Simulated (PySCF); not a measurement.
**CH7AlN2O (SMILES C[O][Al]([NH2])[NH2]) at 6 levels**

Aim: a comparison of 6 runs (HF/STO-3G, B3LYP/6-31G*, B3LYP/6-311+G**, MP2/cc-pVDZ, MP2/pcseg-1) of CH7AlN2O. The job is set up through a Python script.

The calculation is run with PySCF 2.14.0.

## 1. The structure to begin with

CH7AlN2O has 12 atoms, charge 0, and is taken as a singlet. As SMILES, `C[O][Al]([NH2])[NH2]`. Geometry: relaxed at PBE0-D4/def2-TZVP.

Bond lengths: C1–O2 1.391 Å, O2–Al3 1.688 Å, Al3–N4 1.767 Å, Al3–N5 1.762 Å, C1–H6 1.096 Å, C1–H7 1.099 Å, C1–H8 1.096 Å, N4–H9 1.006 Å, N4–H10 1.006 Å, N5–H11 1.005 Å, N5–H12 1.006 Å. Some angles: C1–O2–Al3 135.9°, O2–Al3–N4 121.0°, O2–Al3–N5 117.1°, N4–Al3–N5 121.9°, O2–C1–H6 110.3°, O2–C1–H7 113.0°, O2–C1–H8 110.6°, Al3–N4–H9 125.3°, Al3–N4–H10 124.7°, Al3–N5–H11 125.8°.

## 2. Energy and gradient at HF/STO-3G (run 1)

Input file input.py:

```python
import pyscf.grad
from pyscf import gto

mol = gto.M(
    atom='''
C     -3.139780     1.289549     2.316237
O     -1.727021    -0.620775     1.189961
Al     0.872109    -0.763260    -0.652333
N      2.442282     2.018228    -1.628944
N      1.936024    -3.789846    -1.547308
H     -3.293982     0.963760     4.356008
H     -2.314159     3.175496     2.045818
H     -5.059553     1.329800     1.538426
H      4.009432     2.074163    -2.703253
H      1.890104     3.783799    -1.191472
H      3.439113    -4.158909    -2.648829
H      1.090750    -5.405751    -1.010437
''',
    verbose=4,
    max_memory=1860,
    basis='sto-3g',
    unit='bohr',
)

mf = mol.RHF()
mf.conv_tol = 1e-10
mf.kernel()
if not mf.converged:
    mf = mf.newton().run(mf.mo_coeff, mf.mo_occ)

e_tot = mf.e_tot
print(f'total energy: {e_tot:.8f} hartree')
grad = mf.Gradients().kernel()
dip = mf.dip_moment()
pop, q = mf.mulliken_pop()
```

Command:

```
OMP_NUM_THREADS=1 python input.py
```

Output:

```text
PySCF version 2.14.0

[... 64 lines left out ...]
converged SCF energy = -461.918528033626
total energy: -461.91852803 hartree
[... 11 lines left out ...]
Dipole moment(X, Y, Z, Debye):  0.77154,  0.51668, -0.51564
[... 49 lines left out ...]
charge of   11H =      0.13432
```

It took 6 s on 1 thread of Intel Xeon at 2.50GHz (Skylake/Cascade Lake), shared host; peak memory 0.12 GiB.

## 3. Energy and forces at B3LYP/6-31G(d) (spherical functions) (run 2)

Input file calc.py:

```python
from pyscf import gto, dft

mol = gto.M(
    atom=[
    ('C', (-1.661500, 0.682400, 1.225700)),
    ('O', (-0.913900, -0.328500, 0.629700)),
    ('Al', (0.461500, -0.403900, -0.345200)),
    ('N', (1.292400, 1.068000, -0.862000)),
    ('N', (1.024500, -2.005500, -0.818800)),
    ('H', (-1.743100, 0.510000, 2.305100)),
    ('H', (-1.224600, 1.680400, 1.082600)),
    ('H', (-2.677400, 0.703700, 0.814100)),
    ('H', (2.121700, 1.097600, -1.430500)),
    ('H', (1.000200, 2.002300, -0.630500)),
    ('H', (1.819900, -2.200800, -1.401700)),
    ('H', (0.577200, -2.860600, -0.534700)),
],
    basis='6-31g*',
    verbose=3,
    max_memory=1860,
)

ks = dft.RKS(mol)
ks.xc = 'b3lyp'
ks.grids.level = 5
ks.conv_tol = 1e-10
ks.kernel()
if not ks.converged:
    ks = ks.newton().run(ks.mo_coeff, ks.mo_occ)

e_final = ks.e_tot
print('Final energy', e_final)
grad = ks.nuc_grad_method().kernel()
ks.analyze()
```

Command:

```
OMP_NUM_THREADS=1 python calc.py
```

Output:

```text
converged SCF energy = -469.577237734198
[... 22 lines left out ...]
MO #13  energy= -0.659133568147659 occ= 2
[... 14 lines left out ...]
MO #28  energy= 0.0809821802762016 occ= 0
[... 14 lines left out ...]
MO #43  energy= 0.584248611078641  occ= 0
[... 14 lines left out ...]
MO #58  energy= 0.963970916275474  occ= 0
[... 14 lines left out ...]
MO #73  energy= 1.83167429104677   occ= 0
[... 14 lines left out ...]
MO #88  energy= 2.84777462714256   occ= 0
[... 13 lines left out ...]
Dipole moment(X, Y, Z, Debye):  0.90939,  0.77034, -0.59639
```

Wall time 91 s (1 thread of Intel Xeon at 2.50GHz (Skylake/Cascade Lake), shared host); peak memory 0.87 GiB.

Runs 3 to 5 aren't shown in full; the table further down has their settings and results.

## 4. Energy and gradient at MP2/pcseg-1 (run 6)

Input file run.py:

```python
# C[O][Al]([NH2])[NH2]
import pyscf.grad
from pyscf import gto, mp

mol = gto.Mole()
mol.atom = '''
C     -3.139780     1.289549     2.316237
O     -1.727021    -0.620775     1.189961
Al     0.872109    -0.763260    -0.652333
N      2.442282     2.018228    -1.628944
N      1.936024    -3.789846    -1.547308
H     -3.293982     0.963760     4.356008
H     -2.314159     3.175496     2.045818
H     -5.059553     1.329800     1.538426
H      4.009432     2.074163    -2.703253
H      1.890104     3.783799    -1.191472
H      3.439113    -4.158909    -2.648829
H      1.090750    -5.405751    -1.010437
'''
mol.max_memory = 1860
mol.basis = 'pcseg-1'
mol.spin = 0
mol.unit = 'bohr'
mol.verbose = 3
mol.build()

myscf = mol.RHF()
myscf.conv_tol = 1e-10
myscf.kernel()
if not myscf.converged:
    myscf = myscf.newton().run(myscf.mo_coeff, myscf.mo_occ)

pt = mp.MP2(myscf, frozen=9).run()
e_tot = pt.e_tot
print('Final energy', e_tot)
grad = pt.Gradients().kernel()
myscf.analyze()
```

Command:

```
OMP_NUM_THREADS=1 python run.py
```

Output:

```text
converged SCF energy = -467.664523923987
[... 25 lines left out ...]
MO #14  energy= -0.651899792281013 occ= 2
[... 18 lines left out ...]
MO #33  energy= 0.255939034278289  occ= 0
[... 18 lines left out ...]
MO #52  energy= 0.950702008361474  occ= 0
[... 18 lines left out ...]
MO #71  energy= 1.8368538033967    occ= 0
[... 18 lines left out ...]
MO #90  energy= 2.72224986669694   occ= 0
[... 18 lines left out ...]
MO #109 energy= 3.78480453214192   occ= 0
[... 13 lines left out ...]
Dipole moment(X, Y, Z, Debye):  0.78877,  1.05804, -0.49274
```

Run time: 74 s. Hardware: 1 thread of Intel Xeon at 2.50GHz (Skylake/Cascade Lake), shared host; peak memory 0.92 GiB.

## 5. All runs side by side

| run | level | integration grid | Cartesian functions | energy (Eh) | dipole moment (D) of the reference | HOMO energy (eV) | LUMO energy (eV) | wall time |
| --- | --- | --- | --- | --- | --- | --- | --- | --- |
| 1 | HF/STO-3G | – | no | -461.918528 | 1.06 | -7.41 | 11.32 | 6 s |
| 2 | B3LYP/6-31G* (spherical functions) | 5 | no | -469.577238 | 1.33 | -6.17 | 0.34 | 91 s |
| 3 | B3LYP/6-31G* (Cartesian functions) | 5 | yes | -469.583280 | 1.33 | -6.17 | 0.30 | 97 s |
| 4 | B3LYP/6-311+G** | 5 | no | -469.703870 | 1.26 | -6.74 | -0.65 | 3.2 min |
| 5 | MP2/cc-pVDZ | – | no | -468.478363 | 1.38 | -10.19 | 3.78 | 70 s |
| 6 | MP2/pcseg-1 | – | no | -468.397085 | 1.41 | -10.39 | 3.22 | 74 s |

## 6. Summary of results

| quantity | value |
| --- | --- |
| run 6: total energy | -468.39709 Eh |
| run 6: dipole moment (Hartree–Fock density) | 1.41 D |
| run 6: HOMO energy (Hartree–Fock orbitals) | -10.39 eV |
| run 6: LUMO energy (Hartree–Fock orbitals) | 3.22 eV |
| run 6: HOMO–LUMO gap (Hartree–Fock orbitals) | 13.60 eV |
| run 6: correlation energy (9 core orbitals frozen) | -732.6 mEh |
| run 6: largest force on an atom | 0.643 eV/Å |

Over runs 1, 2, 3, 4 the dipole moment (its size) runs from 1.06 D (HF/STO-3G) to 1.33 D (B3LYP/6-31G*). The two ends differ in method and basis. Over runs 1, 2, 3, 4 the HOMO–LUMO gap runs from 6.08 eV (B3LYP/6-311+G**) to 18.72 eV (HF/STO-3G). In run 1 the basis is minimal, so the values are rough. All runs together took 8.9 min, the longest 3.2 min.
